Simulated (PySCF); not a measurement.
# C4H9B: the cost of one run

The runs use PySCF 2.14.0, with density-fitted response routines of our own; the level of theory stands in each step. All values are computed, except where a source is named. Atoms count from 0, in the outputs and in this text.

### 1 The molecule as given

14 atoms, charge 0, multiplicity 1; geometry from: PBE0-D3(BJ)/def2-SVP.

Bonds of the start (Å): B0–C1 1.55, C1–C2 1.55, C2–C3 1.54, C3–C4 1.54, C4–C1 1.55, B0–H5 1.21, B0–H6 1.21, C1–H7 1.11, C2–H8 1.10, C2–H9 1.10, C3–H10 1.10, C3–H11 1.10, C4–H12 1.10, C4–H13 1.10.

### 2 Core-electron binding energies: SCAN, X2C

Job settings and geometry (Å):

```
{"job": {"kind": "xps"}, "charge": 0, "multiplicity": 1}
B      1.742045    -1.056967    -0.276682
C      0.388250    -0.320301    -0.434352
C      0.165182     1.164134    -0.038460
C     -1.286949     0.807781     0.333801
C     -0.902836    -0.684197     0.341471
H      2.784675    -0.474775    -0.487369
H      1.783662    -2.235633     0.003238
H      0.203254    -0.429945    -1.528316
H      0.762592     1.446506     0.842907
H      0.322856     1.928366    -0.814115
H     -1.982429     1.041404    -0.487603
H     -1.694945     1.234705     1.262576
H     -0.678870    -1.051090     1.355773
H     -1.599353    -1.394264    -0.129428
```

Method: delta-SCF UKS SCAN, pcX-2 on the ionised atom, pcseg-1 elsewhere, spin-free X2C.

Launch:

```bash
$ OMP_NUM_THREADS=1 python probes_run.py task.json out
```

One launch serves the whole session: the jobs run in the order shown.

Q: Estimate the wall time and peak memory of this first job on 1 thread of Arm Neoverse V1, shared host.

About 28 s, with a peak of 0.52 GiB.
